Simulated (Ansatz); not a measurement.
**ZrN+ (triplet): wave-function methods side by side, def2-TZVPP**

One table from this session's results is given with a row withheld; the runs are named, their logs left out.

Method: def2-TZVPP, core rule «outside noble gas», up to 5 orbitals frozen; program: Ansatz 0.2.0, Gaussian basis.

To be run: UHF; ROHF; CCSD(T) on UHF.

## The geometry

The geometry is a PBE0/def2-TZVP stationary point (not a proven minimum) of the parent state, kept for this charge and spin. No spin-orbit coupling is included. Elements past krypton take def2 core potentials.

2 atoms, charge 1, spin multiplicity 3.

Atoms are counted from 1 here; the program's logs count them from 0.

Bond lengths: Zr1–N2 1.771 Å.

Set-up of the first run:

Contents of in.yaml:

```yaml
crystal:
  periodic: [false, false, false]
  atoms:
    - {symbol: Zr, position_ang: [0.000000, 0.000000, 0.000000]}
    - {symbol: N, position_ang: [0.000000, 0.000000, 1.771293]}
basis:
  gaussian: {orbitals: def2-TZVPP}
total_charge: 1
magnetization: {spin_polarized: true, initial_magnetization: 2}
hamiltonian: {xc: hf}
output: {orbitals: {seedname: orbitals}}
```

The run is started by

```console
ansatz run in.yaml --threads 1 --pin off --events-out ev --progress --plain --max-ram 2816MiB --backend cpu
```

Steps of the session up to this table: UHF; ROHF; CCSD(T) on UHF.

One of the session's tables, all rows but one given; the rest of the session is left out.

It belongs to the step «Misses and costs». 

| method | from UCCSD(T) (meV) |
| --- | --- |
| ROHF | +7479.9 |
| UHF | ? |
| UMP2 | +600.5 |
| UCCSD | +470.9 |
| UCCSD(T) | 0 |

Q: Estimate the row for UHF from the others.

As computed: from UCCSD(T) (meV): +7230.2. In the column «from UCCSD(T) (meV)» it lies between UMP2 (+600.5) and ROHF (+7479.9).
